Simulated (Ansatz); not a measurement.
## KLaYNbO₆, space group F-43m: a band structure, step by step

Computed with Ansatz's Python interface.

Run as a notebook:

In [1]:
```python
from collections import Counter
from pathlib import Path
import json
import warnings

import ansatz
import matplotlib.pyplot as plt
import numpy as np
from pymatgen.core import Structure
```

In [2]:
```python
warnings.simplefilter("ignore", ansatz.DeckWarning)
```

In [3]:
```python
system = (
    ansatz.Lattice.of([0.0, 4.21013, 4.21013], [4.21013, 0.0, 4.21013], [4.21013, 4.21013, 0.0])
    .atom("K", [0.75, 0.75, 0.75])
    .atom("La", [0.25, 0.25, 0.25])
    .atom("Y", [0.5, 0.5, 0.5])
    .atom("Nb", [0.0, 0.0, 0.0])
    .atom("O", [0.762301, 0.237699, 0.237699])
    .atom("O", [0.237699, 0.762301, 0.762301])
    .atom("O", [0.762301, 0.762301, 0.237699])
    .atom("O", [0.237699, 0.237699, 0.762301])
    .atom("O", [0.237699, 0.762301, 0.237699])
    .atom("O", [0.762301, 0.237699, 0.762301])
)
```

In [4]:
```python
# high-symmetry points in fractions of the reciprocal vectors
path = [
    ("K", (-0.375, 0.0, 0.375)),
    ("G", (0.0, 0.0, 0.0)),
    ("L", (0.0, 0.0, 0.5)),
    ("W", (-0.5, -0.25, 0.25)),
    ("X", (-0.5, -0.5, 0.0)),
]
calc = (
    system.calculation()
    .functional("pbe")
    .kpoints(4)
    .occupations("Fixed")
    .band_structure([point for _, point in path], intervals=10)
    .scf(extra_bands=8)
    .density()
    .potential()
    .electron_localization_function()
    .output_files(volumetric_format="npy")
)
result = calc.run(events_out="events.ndjson")
r = result.report
```

In [5]:
```python
r["kpoints_frac"][:4]
```
Out [5]:
```text
[[0.0, 0.0, 0.0], [0.0, 0.0, 0.25], [0.0, 0.0, -0.5], [0.0, 0.25, 0.25]]
```

In [6]:
```python
r["converged"], r["free_energy_ev"]
```
Out [6]:
```text
(True, -19607.346146471646)
```

In [7]:
```python
with open("events.ndjson") as stream:
    kinds = Counter(json.loads(line)["event"] for line in stream)
print("events:", {kind: kinds[kind] for kind in ("scf_iter", "scf_done", "notice", "finished")})
```
```text
events: {'scf_iter': 7, 'scf_done': 1, 'notice': 2, 'finished': 1}
```

In [8]:
```python
energy = r["free_energy_ev"]
print("KLaYNbO6: {:.6f} eV = {:.6f} Ry = {:.6f} Ha".format(energy, energy / 13.605693, energy / 27.211386))
print("Fermi level {:.4f} eV, {} k-points, {} symmetry operations".format(r["fermi_energy_ev"], r["n_kpoints"], r["n_symmetry_ops"]))
```
```text
KLaYNbO6: -19607.346146 eV = -1441.113374 Ry = -720.556687 Ha
Fermi level 8.4279 eV, 8 k-points, 24 symmetry operations
```

In [9]:
```python
folder = Path(result.write_results("fields"))
print("densities in e/A^3, potentials in eV, ELF without unit")
for name in sorted(p.name for p in folder.glob("*.npy")):
    field = np.load(folder / name)
    print(f"{name:16s} {str(field.shape):16s} min {field.min():10.4f}  mean {field.mean():10.4f}  max {field.max():10.4f}")

final = Structure(result.lattice.cell_ang, [s.symbol for s in result.lattice.sites], [s.position_frac for s in result.lattice.sites])
distances = np.array([n.nn_distance for shell in final.get_all_neighbors(5.0) for n in shell])
values, counts = np.unique(distances.round(2), return_counts=True)
print("distance (A)  neighbours per atom")
for value, count in list(zip(values, counts))[:14]:
    print(f"{value:10.2f} {count / len(final):10.2f}")

bands = result.band_structure()
fermi = bands.fermi_energy_ev
reciprocal = 2 * np.pi * np.linalg.inv(result.lattice.cell_ang).T
steps = np.linalg.norm(np.diff(bands.kpoints_frac @ reciprocal, axis=0), axis=1)
distance = np.concatenate([[0], np.cumsum(steps)])
fig, ax = plt.subplots(figsize=(5, 4))
for channel, colour in zip(bands.channels, ("C0", "C3")):
    ax.plot(distance, channel.eigenvalues_ev - fermi, colour, lw=1)
ax.set_xticks(distance[::10], [label for label, _ in path])
ax.set(ylim=(-8, 8), ylabel="E - E_F (eV)", xlim=(0, distance[-1]))
ax.grid(axis="x")
fig.savefig("bands.png", dpi=100)
first = bands.channels[0].eigenvalues_ev - fermi
near = np.argsort(np.abs(first.mean(axis=0)))[:4]
for band in sorted(near):
    print(f"band {band + 1}: {first[:, band].min():.3f} to {first[:, band].max():.3f} eV")
```
```text
densities in e/A^3, potentials in eV, ELF without unit
elf.npy          (40, 40, 40)     min     0.0013  mean     0.3305  max     0.8782
rho.npy          (40, 40, 40)     min     0.0219  mean     0.5360  max     7.5074
v_es.npy         (40, 40, 40)     min   -90.0718  mean     4.3654  max    14.0388
v_tot.npy        (40, 40, 40)     min  -116.2448  mean    -5.9788  max     8.9582
distance (A)  neighbours per atom
      2.00       1.20
      2.21       1.20
      2.83       2.40
      2.98       4.80
      3.12       2.40
      3.65       3.20
      4.00       0.60
      4.21       2.40
      4.22       2.40
      4.42       0.60
      4.66       4.80
      4.75       4.80
band 37: -0.940 to -0.351 eV
band 38: -0.802 to 0.000 eV
band 39: -0.761 to 0.000 eV
band 40: -0.311 to 0.000 eV
```

Absolute energies stand on the zero of these potentials, so only differences at equal settings mean something. No spin polarisation was allowed. The computed bands are complete only to about 2.7 eV above the Fermi level. Under fixed occupations the level called the Fermi level is the highest filled one on the SCF mesh; off the mesh a filled band can lie a little above it. An absolute Fermi energy rests on an arbitrary zero of the periodic potential and has no direct meaning. Semilocal functionals put the empty 4f levels of La too low, which can move the conduction edge. Grid values close to the nuclei reflect the PAW or pseudopotential construction, not the all-electron fields. This cell is a computed structure, which may not be the phase found in nature. Gaps and levels are Kohn-Sham values on a finite set of k-points, without spin-orbit coupling. Hardware and time: 10 s on 1 thread of Intel(R) Xeon(R) 6975P-C (Granite Rapids), on a shared host, peak memory 0.62 GiB.

(Lines on the test bed's own set-up are left out of the output.)
